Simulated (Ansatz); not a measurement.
Write a Python script for the Ansatz DFT code, driven from Python that makes a single point in a Gaussian basis of C₂H₇BrClNSi, SMILES CN(C)[SiH](Cl)Br. Settings: r2SCAN, def2-SVPD basis, multiplicity 1.

```xyz
13

C    -0.9510   -0.8460    0.8020
N    -0.0427   -0.5358   -0.3088
C    -0.6591    0.4468   -1.2092
Si    1.5204    0.1041    0.3413
Cl    2.8999    0.3397   -1.2179
Br    1.2225    2.0843    1.3893
H    -1.1938    0.0623    1.3978
H    -0.4947   -1.6093    1.4688
H    -1.8961   -1.2794    0.4098
H     0.0208    0.6705   -2.0590
H    -1.5934    0.0292   -1.6424
H    -0.9048    1.3928   -0.6776
H     2.0720   -0.8593    1.3060
```

The script, `energy.py`:
```python
from pathlib import Path

import ansatz as az

GEOMETRY = '''
C    -0.95100   -0.84600    0.80200
N    -0.04270   -0.53580   -0.30880
C    -0.65910    0.44680   -1.20920
Si    1.52040    0.10410    0.34130
Cl    2.89990    0.33970   -1.21790
Br    1.22250    2.08430    1.38930
H    -1.19380    0.06230    1.39780
H    -0.49470   -1.60930    1.46880
H    -1.89610   -1.27940    0.40980
H     0.02080    0.67050   -2.05900
H    -1.59340    0.02920   -1.64240
H    -0.90480    1.39280   -0.67760
H     2.07200   -0.85930    1.30600
'''


def main() -> None:
    molecule = az.Crystal.molecule()
    for line in GEOMETRY.strip().splitlines():
        symbol, *xyz = line.split()
        molecule = molecule.atom(symbol, [float(v) for v in xyz])

    model = molecule.calculation()
    model = model.basis(gaussian='def2-SVPD')
    model = model.functional('r2scan')
    model = model.orbitals()
    done = model.run(threads=1, runs_dir='c2h7brclnsi_runs')
    summary = done.report

    for key in ('converged', 'free_energy_ev', 'reference_energy_ev', 'n_frozen', 'n_occupied', 'n_virtual'):
        print(f'{key:22s} {summary[key]}')

    lines = Path(summary['orbitals_path']).read_text().splitlines()
    field_of = lambda key: [line.split('=')[1].strip() for line in lines if line.startswith(key)]
    orbitals = [(27.211386 * float(e), s, float(n)) for e, s, n in zip(field_of('Ene='), field_of('Spin='), field_of('Occup='))]
    homo = max(e for e, _, n in orbitals if n > 0.5)
    lumo = min(e for e, _, n in orbitals if n < 0.5)
    for e, spin, n in sorted(orbitals):
        if homo - 10 < e < lumo + 5:
            print(f'{spin:6s} {e:10.3f} eV  occupation {n:.0f}')


if __name__ == '__main__':
    main()
```

Output of `python energy.py`:
```text
converged              True
free_energy_ev         -94106.87803044605
reference_energy_ev    -94106.87803044605
n_frozen               0
n_occupied             [46, 46]
n_virtual              [162, 162]
Alpha     -13.852 eV  occupation 2
Alpha     -12.016 eV  occupation 2
Alpha     -11.882 eV  occupation 2
Alpha     -11.796 eV  occupation 2
Alpha     -10.443 eV  occupation 2
Alpha     -10.185 eV  occupation 2
Alpha      -9.966 eV  occupation 2
Alpha      -9.519 eV  occupation 2
Alpha      -9.175 eV  occupation 2
Alpha      -8.490 eV  occupation 2
Alpha      -8.372 eV  occupation 2
Alpha      -7.820 eV  occupation 2
Alpha      -7.756 eV  occupation 2
Alpha      -6.214 eV  occupation 2
Alpha      -1.130 eV  occupation 0
Alpha      -0.233 eV  occupation 0
Alpha       0.185 eV  occupation 0
Alpha       0.578 eV  occupation 0
Alpha       1.173 eV  occupation 0
Alpha       1.461 eV  occupation 0
Alpha       1.652 eV  occupation 0
Alpha       1.886 eV  occupation 0
Alpha       2.159 eV  occupation 0
Alpha       2.320 eV  occupation 0
Alpha       2.420 eV  occupation 0
Alpha       2.574 eV  occupation 0
Alpha       2.864 eV  occupation 0
Alpha       2.914 eV  occupation 0
Alpha       2.986 eV  occupation 0
Alpha       3.292 eV  occupation 0
Alpha       3.399 eV  occupation 0
Alpha       3.586 eV  occupation 0
Alpha       3.735 eV  occupation 0
```

What to keep in mind:
- Total energies depend on the basis set; only differences at equal settings carry meaning.
- The geometry is a force-field or estimated start, not a minimum of this method, and the basis set is short of its limit.
- Alpha marks a spatial orbital of a restricted run, filled by both spins.
- Levels such as HOMO and LUMO are orbital energies: with these approximate functionals they aren't the ionisation energy and electron affinity, and their gap isn't the fundamental gap.
- Hardware and time: 11 s on 1 thread of Intel(R) Xeon(R) 6975P-C (Granite Rapids), on a shared host, peak memory 0.43 GiB.

(Lines on the test bed's own set-up are left out of the output.)
